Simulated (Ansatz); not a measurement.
# Al, space group P6_3/mmc: cell relaxations under several functionals

With Ansatz's Python interface.

The cells in order, each with its output:

```python
import ansatz as az
import numpy as np
```

```python
def edges_and_angles(cell):
    cell = np.asarray(cell)
    a, b, c = np.linalg.norm(cell, axis=1)
    cosines = cell[1] @ cell[2] / (b * c), cell[0] @ cell[2] / (a * c), cell[0] @ cell[1] / (a * b)
    return (a, b, c, *np.degrees(np.arccos(cosines)))
```

```python
lattice = az.Lattice.of(
    (2.827077, 0.0, 0.0),
    (-1.413539, 2.448321, 0.0),
    (0.0, 0.0, 9.185993),
)
sites = [
    ("Al", (0.0, 0.0, 0.0)),
    ("Al", (1 / 3, 2 / 3, 0.25)),
    ("Al", (0.0, 0.0, 0.5)),
    ("Al", (2 / 3, 1 / 3, 0.75)),
]
al = az.Crystal(lattice=lattice)
for symbol, position in sites:
    al = al.atom(symbol, position)
```

```python
len(al.resolved().sites)
```

    4

```python
calc = al.calculation()
calc = calc.kpoints(density=3.4)
calc = calc.occupations("fermi_dirac", width=0.15)
calc = calc.relax(cell=True, max_steps=60)
```

```python
levels = [("lda", "none"), ("blyp", "d3bj"), ("pbesol", "none")]
print("level            a       b       c    alpha   beta  gamma  V/atom  steps")
for name, dispersion in levels:
    seen = []
    run = calc.functional(name, dispersion=dispersion).session().plan()
    out = run.execute(on_event=lambda e: seen.append(e) if e["event"] == "relax_step" else None)
    cell = out.lattice.cell_ang
    label = name if dispersion == "none" else f"{name}+{dispersion}"
    print("{:13s} {:7.4f} {:7.4f} {:7.4f} {:6.2f} {:6.2f} {:6.2f}".format(label, *edges_and_angles(cell)), f"{abs(np.linalg.det(cell)) / len(out.lattice.sites):7.3f} {len(seen):5d}")
```

    level            a       b       c    alpha   beta  gamma  V/atom  steps
    DeckWarning: basis.ecutwfc = 420 eV, auto-derived from the records' recommended cutoffs: set by Al (normal level)
    lda            2.8081  2.8081  9.2859  90.00  90.00 120.00  15.854     5
    blyp+d3bj      2.7866  2.7866  9.2332  90.00  90.00 120.00  15.523     4
    pbesol         2.8309  2.8309  9.3551  90.00  90.00 120.00  16.232     4

From smallest to largest: BLYP+D3BJ (15.52 Å³ an atom, -2.3 % against the start), LDA (15.85 Å³ an atom, -0.3 % against the start) and PBEsol (16.23 Å³ an atom, +2.1 % against the start). The spread is 4.6 % in volume.

Caveats:
- Forces vanish by symmetry, so the ions can't move, and the end may be a saddle.
- BLYP and dispersion corrections can be off by several per cent in the lattices of metals, and by several GPa in the pressure at a fixed cell.
- For a metal this k-point mesh is coarse: on a finer one energies can move by several to tens of meV an atom and pressures by half a GPa or more, differences at one mesh by less.
- This isn't the structure that Al takes at ambient conditions.
- Warnings are shown shortened and without file and line.
- Wall time of the script: 16 s on 1 thread of Arm Neoverse V1 (shared host), peak memory 0.39 GiB.
